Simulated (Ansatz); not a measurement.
# CH4ClFMoO3: how energies converge with the basis set

How large a basis does CH4ClFMoO3 need? Two functionals are run in growing sets.

Method: one geometry, several basis sets; program: Ansatz 0.2.0, Gaussian basis.

Plan: PBE0-D4/def2-SVP; ωB97M-V/def2-SVP; PBE0-D4/def2-QZVPP; ωB97M-V/def2-QZVPP; the functionals' def2-TZVPP values are taken from earlier runs.

### Step 1. The relaxed structure

The geometry comes from an earlier relaxation with PBE0-D4 in a triple-zeta def2 set; it is a stationary point, not always the lowest conformer. Mo takes the def2 core potential; no spin-orbit term is included.

SMILES `C[O][Mo](=[O])([OH])([F])[Cl]`, 11 atoms, charge 0, spin multiplicity 1.

Atoms are counted from 1 here; the program's logs count them from 0.

Bond lengths: C1–O2 1.398 Å, C1–H8 1.095 Å, C1–H9 1.095 Å, C1–H10 1.091 Å, O2–Mo3 1.829 Å, Mo3–O4 1.653 Å, Mo3–O5 1.897 Å, Mo3–F6 1.874 Å, Mo3–Cl7 2.290 Å, O5–H11 0.963 Å. Angles: O2–C1–H8 109.4°, O2–C1–H9 109.1°, O2–C1–H10 108.9°, H8–C1–H9 109.4°, H8–C1–H10 109.9°, H9–C1–H10 110.2°, C1–O2–Mo3 134.9°, O2–Mo3–O4 101.4°, O2–Mo3–O5 84.2°, O2–Mo3–F6 157.3°, O2–Mo3–Cl7 91.0°, O4–Mo3–O5 113.6°, O4–Mo3–F6 100.6°, O4–Mo3–Cl7 111.8°, O5–Mo3–F6 81.8°, O5–Mo3–Cl7 134.4°, F6–Mo3–Cl7 86.1°, Mo3–O5–H11 113.8°.

### Step 2. PBE0-D4 in def2-SVP

in.yaml

```yaml
crystal:
  periodic: [false, false, false]
  atoms:
    - {symbol: C, position_ang: [0.312096, -1.804231, -0.147358]}
    - {symbol: O, position_ang: [-0.511893, -0.804023, 0.377500]}
    - {symbol: Mo, position_ang: [-0.424967, 1.020416, 0.475552]}
    - {symbol: O, position_ang: [-1.956320, 1.394696, 0.972564]}
    - {symbol: O, position_ang: [-0.241495, 0.922422, -1.409807]}
    - {symbol: F, position_ang: [0.271917, 2.735335, 0.184747]}
    - {symbol: Cl, position_ang: [1.034670, 0.896988, 2.235407]}
    - {symbol: H, position_ang: [1.219169, -1.885181, 0.461343]}
    - {symbol: H, position_ang: [0.586497, -1.540264, -1.174205]}
    - {symbol: H, position_ang: [-0.228498, -2.751403, -0.134331]}
    - {symbol: H, position_ang: [0.004227, 1.758346, -1.820812]}
basis:
  gaussian: {orbitals: def2-SVP}
hamiltonian: {xc: pbe0, dispersion: d4}
output: {orbitals: {seedname: orbitals}}
```

Command:

```
$ ansatz run in.yaml --threads 4 --pin off --events-out ev --progress --plain --max-ram 11315MiB
```

Further steps of the session: ωB97M-V in def2-SVP; PBE0-D4 in def2-QZVPP; ωB97M-V in def2-QZVPP.

Q: Predict the results of all the runs planned. Wanted: PBE0-D4: double and triple zeta above quadruple; ωB97M-V: double and triple zeta above quadruple.

The runs gave:

| quantity | value |
| --- | --- |
| PBE0-D4: double and triple zeta above quadruple | 18.17, 1.04 eV |
| ωB97M-V: double and triple zeta above quadruple | 18.41, 1.00 eV |

**Reading.** PBE0-D4 gains 17.13 eV from double to triple zeta, then 1.04 eV more. These are total energies; as a rule much of such shifts cancels in differences, which this series doesn't test.
